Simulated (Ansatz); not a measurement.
Which YAML input does this script hand to the engine? (Ansatz's Python interface)

`phonons.py`
```python
# -*- coding: utf-8 -*-
'''Phonons of InSb3 by finite displacements.'''

from dataclasses import dataclass
from pathlib import Path

import ansatz as az
import numpy as np


@dataclass(frozen=True)
class Settings:
    functional: str = 'pbe'
    dispersion: str = 'd4'
    occupations: str = 'fermi_dirac'
    sigma: float = 0.05
    mesh: tuple[int, ...] = (4, 4, 4)


opts = Settings()

lattice = az.Lattice.of(
    (4.806367, 0.0, 0.0),
    (0.0, 4.806367, 0.0),
    (0.0, 0.0, 4.806367),
)
sites = [
    ('In', (0.0, 0.0, 0.0)),
    ('Sb', (0.5, 0.0, 0.5)),
    ('Sb', (0.0, 0.5, 0.5)),
    ('Sb', (0.5, 0.5, 0.0)),
]
xtal = az.Crystal(lattice=lattice)
for symbol, position in sites:
    xtal = xtal.atom(symbol, position)

# the cell itself: zone-centre modes alone
base = (
    xtal.calculation()
    .functional(opts.functional, dispersion=opts.dispersion)
    .basis(18 * az.Ha)
    .occupations(opts.occupations, width=opts.sigma)
    .kpoints(*opts.mesh)
    .phonons('fd', supercell=1)
)
out = base.run(threads=1, pin='off', runs_dir='phonon_runs')
folder = Path(out.output_folder) / 'results'
ph = out.phonons

print('modes at Gamma (1/cm):', np.round(ph.gamma_omega_inv_cm, 1) + 0.0)
print(f'{ph.n_members} displaced supercells, sum-rule residual {ph.asr_residual_pre_ev_ang2:.1e} eV/A^2')
optical = np.sort(ph.gamma_omega_inv_cm)
print('imaginary modes at Gamma:', int((optical < -10).sum()), '- highest mode', round(float(optical[-1]), 1), '1/cm')
```

```console
$ python phonons.py
RunWarning: on the 13×13×13 q-mesh 299 entries of the irreducible table, 3.340e0 modes per cell, the lowest at -37.40 cm⁻¹, stand at or below zero and are read as no rigid motion or as one in doubt: [...]
modes at Gamma (1/cm): [-37.4 -37.4 -37.4 -17.6 -17.6 -17.6   0.    0.    0.   86.2  86.2  86.2]
2 displaced supercells, sum-rule residual 1.4e-04 eV/A^2
imaginary modes at Gamma: 6 - highest mode 86.2 1/cm
```
(Warnings from the package without file and line, shortened.)

`input.yaml`:
```yaml
crystal:
  lattice:
    - [4.806367, 0.0, 0.0]
    - [0.0, 4.806367, 0.0]
    - [0.0, 0.0, 4.806367]
  atoms:
    - { symbol: In, position: [0.0, 0.0, 0.0] }
    - { symbol: Sb, position: [0.5, 0.0, 0.5] }
    - { symbol: Sb, position: [0.0, 0.5, 0.5] }
    - { symbol: Sb, position: [0.5, 0.5, 0.0] }
basis:
  ecutwfc: 489.804952427784
kpoints:
  mp_grid:
    grid: [4, 4, 4]
hamiltonian:
  xc: pbe
  dispersion: d4
scf:
  occupations:
    method: fermi_dirac
    width: 0.05
phonons:
  method: fd
  supercell: [1, 1, 1]
```

What to keep in mind:
- The cell isn't relaxed first, so the values belong to this volume.
- Dispersion corrections can be off by several per cent in the lattices of metals, and by several GPa in the pressure at a fixed cell.
- The mesh is modest for a metal, so energies can be off by several to tens of meV an atom and pressures by half a GPa or more; differences at equal mesh fare better.
- No non-analytic term is added, so at the zone centre the longitudinal optical modes of a polar crystal aren't split off.
- Some modes are imaginary (printed negative) at these settings, from an unstable structure or from unconverged force constants, so sums over modes carry no meaning.
- This cell is a computed structure, which may not be the phase found in nature.
- The structure is taken as given and the supercell is small; imaginary modes can come from an unrelaxed or unstable start.
- Finished in 16 s on 1 thread of Arm Neoverse V2, with other jobs on the host, peak memory 0.48 GiB.
